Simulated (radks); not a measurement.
# Ionisation of Rh: one atom, several choices of functional

The task here is to estimate one member of a computed series from the others.

Program: radks (a radial shooting solver on a logarithmic mesh, Libxc functionals) version 1. Level of theory: scalar-relativistic Kohn-Sham, spin-polarised, spherical densities, finite nucleus; open shells are filled with parallel spins first. These are calculated values, not measurements, unless marked.

### The system

- element: rhodium (Z = 45)
- charge: 0
- electrons: 45
- configuration: [Kr] 4d8 5s1
- ion: Rh⁺, [Kr] 4d8
- choices: PBE; MS2 meta-GGA; LDA (Slater exchange, Perdew-Zunger correlation); BLYP; TASK exchange with Perdew-Wang LDA correlation; PBEsol; HCTH/407; revPBE; BP86; LDA (Slater exchange, VWN5 correlation); PW91

Outer shells as boxes (Hund's rule):

Rh
```
[Kr] core
4d [↑↓][↑↓][↑↓][↑ ][↑ ]
5s [↑ ]
```

Rh⁺
```
[Kr] core
4d [↑↓][↑↓][↑↓][↑ ][↑ ]
```

The first run:

Settings of this run:

```text
Z 45
configuration [Kr] 4d8 5s1
relativity scalar-relativistic
functional pbe,pbe
spin polarised
nucleus finite rms 4.4945 fm
c 137.035999084
```

Among the steps run: PBE: Rh.

One of the session's tables, all rows but one given; the rest of the session is left out.

It belongs to the step «PBE: Rh». From the orbitals of this run (lengths in bohr):

```
  level     <r>  outermost maximum (interpolated)  90 % within  nodes
  4s up  0.9811                             0.882         1.43      3
4s down       ?                                 ?            ?      ?
  4p up   1.083                             0.945         1.61      2
4p down   1.081                             0.944         1.60      2
  4d up   1.589                              1.15         2.60      1
4d down   1.598                              1.14         2.63      1
  5s up   3.239                              2.63         4.92      4
5s down   3.373                              2.68         5.17      4
```

Estimate the missing values for 4s down.

The run gave: <r>: 0.9793; outermost maximum (interpolated): 0.881; 90 % within: 1.42; nodes: 3. In the column «<r>» it is the lowest.

Limits of these values: Open shells are spherical and high-spin; term and fine-structure splittings are not resolved.
